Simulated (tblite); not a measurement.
# C7H10O2Si: the cost of one run

Computed with tblite 0.8.0 and PySCF 2.14.0, with density-fitted response routines of our own, on a single molecule in the gas phase. Atoms are numbered from 0 throughout.

## (1) The molecule as given

20 atoms, charge 0, multiplicity 1; geometry from: force field or distance geometry start.

Bonds of the start (Å): C0–C1 1.46, C1–C2 1.20, C2–C3 1.42, C3–C4 1.31, C4–O5 1.18, C3–C6 1.51, C6–Si7 1.87, Si7–O8 1.66, O8–C9 1.43, C0–H10 1.09, C0–H11 1.10, C0–H12 1.09, C6–H13 1.10, C6–H14 1.10, Si7–H15 1.48, Si7–H16 1.48, C9–H17 1.10, C9–H18 1.10, C9–H19 1.09.

## (2) Optimising the geometry with GFN2-xTB

The job: settings as JSON, then the geometry in Å.

```
{"job": {"kind": "relax", "xc": "GFN2-xTB", "basis": "xTB"}, "charge": 0, "multiplicity": 1}
C      3.782900     1.691800    -1.283700
C      2.817600     0.673400    -0.865700
C      2.052200    -0.179600    -0.504900
C      1.108900    -1.161900    -0.098700
C      1.245400    -2.351400    -0.618700
O      1.343600    -3.421600    -1.103000
C      0.070800    -0.843800     0.948000
Si    -1.569700    -0.279500     0.262100
O     -2.691900     0.044400     1.447100
C     -4.003100     0.447300     1.052400
H      4.286900     1.388200    -2.200200
H      3.259200     2.638500    -1.478300
H      4.523900     1.871900    -0.500400
H      0.456100    -0.067900     1.619800
H     -0.102900    -1.720000     1.584600
H     -2.138800    -1.333600    -0.613800
H     -1.392600     0.943700    -0.556100
H     -4.496700    -0.341400     0.465300
H     -3.970500     1.387200     0.483700
H     -4.586600     0.624700     1.957500
```

Run with:

```sh
OMP_NUM_THREADS=1 python probes_run.py task.json out
```

The driver reads the jobs from task.json and runs them one after another.

Q: Estimate the wall time of this first job on 1 thread of Arm Neoverse N1, shared host.

About 2 s.
